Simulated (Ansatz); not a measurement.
# GeAs− (quintet): from Hartree-Fock to the top rungs, aug-cc-pVTZ

An exercise on one series of results from a longer session: the logs are not shown, and one member is left open.

Method: aug-cc-pVTZ, core rule «outside noble gas», up to 28 orbitals frozen; program: Ansatz 0.2.0, Gaussian basis.

Plan: UHF; CCSD(T) on ROHF; CCSD(T) on UHF; BCCD(T) on ROHF; CCSDT(Q) on ROHF; CCSDT(Q) on UHF; CASSCF and MRCISD+Q, 10 electrons in 8 orbitals; CASSCF and NEVPT2, 10 electrons in 8 orbitals.

6 further runs of the same task are left out: 6 set aside as unsound or not needed.

## The system

The geometry is a PBE0/def2-TZVPD stationary point (not a proven minimum) of the parent state, kept for this charge and spin. No spin-orbit coupling is included. The filled d shell of Ge, As may be among the frozen orbitals whatever the setting's name suggests; the logs give the count.

2 atoms, charge -1, spin multiplicity 5.

Atoms are counted from 1 here; the program's logs count them from 0.

Bond lengths: Ge1–As2 2.357 Å.

Set-up of the first run:

The input, in.yaml:

```yaml
crystal:
  periodic: [false, false, false]
  atoms:
    - {symbol: Ge, position_ang: [0.000000, 0.000000, 0.000000]}
    - {symbol: As, position_ang: [0.000000, 0.000000, 2.356900]}
basis:
  gaussian: {orbitals: aug-cc-pVTZ}
total_charge: -1
magnetization: {spin_polarized: true, initial_magnetization: 4}
hamiltonian: {xc: hf}
output: {orbitals: {seedname: orbitals}}
```

Command:

```
$ ansatz run in.yaml --threads 1 --pin off --events-out ev --progress --plain --max-ram 4096MiB --backend cpu
```

Among the steps run: UHF; CCSD(T) on ROHF; CCSD(T) on UHF; BCCD(T) on ROHF; CCSDT(Q) on ROHF; CCSDT(Q) on UHF; CASSCF and MRCISD+Q, 10 electrons in 8 orbitals; CASSCF and NEVPT2, 10 electrons in 8 orbitals.

One of the session's tables, all rows but one given; the rest of the session is left out.

| method | from UCCSDT(Q) (meV) |
| --- | --- |
| ROHF | +5881.1 |
| UHF | +5597.1 |
| RMP2 | +1042.7 |
| UMP2 | +1110.1 |
| RCCSD | +338.4 |
| UCCSD | +313.8 |
| RCCSD(T) | +69.6 |
| UCCSD(T) | +56.2 |
| BCCD(T) | +70.4 |
| RCCSDT | +30.2 |
| UCCSDT | +13.5 |
| RCCSDT(Q) | +16.1 |
| UCCSDT(Q) | 0 |
| CASSCF valence | +5472.5 |
| NEVPT2 valence | +1299.5 |
| MRCISD valence | ? |
| MRCISD+Q valence | +151.4 |

Q: Estimate the row for MRCISD valence from the others.

The run gave: from UCCSDT(Q) (meV): +688.6. In the column «from UCCSDT(Q) (meV)» it lies between RCCSD (+338.4) and RMP2 (+1042.7).

Limits of these values: Restricted and unrestricted rows rest on different reference determinants; where their highest levels disagree by more than a few hundredths of an eV, they describe different states and don't form one ladder.
